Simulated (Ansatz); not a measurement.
Runs of Ansatz 0.2.0 on MoI. Symmetry: F-43m, No. 216, cubic system. Conventional cell: a = 6.358 Å, b = 6.358 Å, c = 6.358 Å, α = 90.00°, β = 90.00°, γ = 90.00°. Around Mo (site symmetry -43m) lie 4 I at 2.75 Å. Around I (site symmetry -43m) lie 4 Mo at 2.75 Å. The cell was built by a generator and needn't be a form met in nature.

```tsv
task	level	U	cell	cutoff (eV)	points for each segment of the path	hubbard projectors	double counting	gap on the mesh (eV)	pressure (GPa)	relaxed volume (Å³/atom)
band structure	PBEsol	-	as given	420	14	-	-	none	-10.2	-
band structure	PBE	-	as given	420	14	-	-	none	-7.4	-
band structure	revPBE	-	as given	420	14	-	-	none	-6.2	-
relaxation of cell and atoms	PBE+U	Mo d U = 5 eV	relaxed	420	-	ortho-atomic (the default)	fll (the default)	none	0.0	31.50
band structure	r2SCAN	-	as given	500	14	-	-	none	-8.1	-
band structure	BLYP	-	as given	420	14	-	-	none	(b)	-
relaxation of cell and atoms	PBE+U	Mo d U = 4 eV	relaxed	420	-	ortho-atomic (the default)	fll (the default)	none	0.0	(a)
relaxation of cell and atoms	PBE+U	Mo d U = 6 eV	relaxed	420	-	ortho-atomic (the default)	fll (the default)	none	0.0	32.38
```

Alike in all rows: potentials or basis Ansatz PAW; no spin polarisation; k mesh 7 × 7 × 7; smearing fermi-dirac 0.05 eV.

**Question.** Fill in the values left out.

**Answer.** (a) 30.59; (b) -3.4.

Caveats: an odd number of electrons without spin polarisation forces a metal; a magnetic or distorted state may lie lower; spin-orbit coupling is left out, which moves the levels of the heavy elements (some runs); the PAW data sets come from PBE, with cores solved anew for the run's functional, which leaves a small shift of forces and pressure (some runs); the plane-wave basis is chosen anew once the cell has moved, so the energies of steps on either side of that aren't comparable (some runs); U without spin polarisation on a metal has little footing (some runs).

A k mesh can miss the band edges, and the runs leave out spin-orbit coupling on I, Mo.

A gap of «none» marks a metal or a gap under the smearing width.
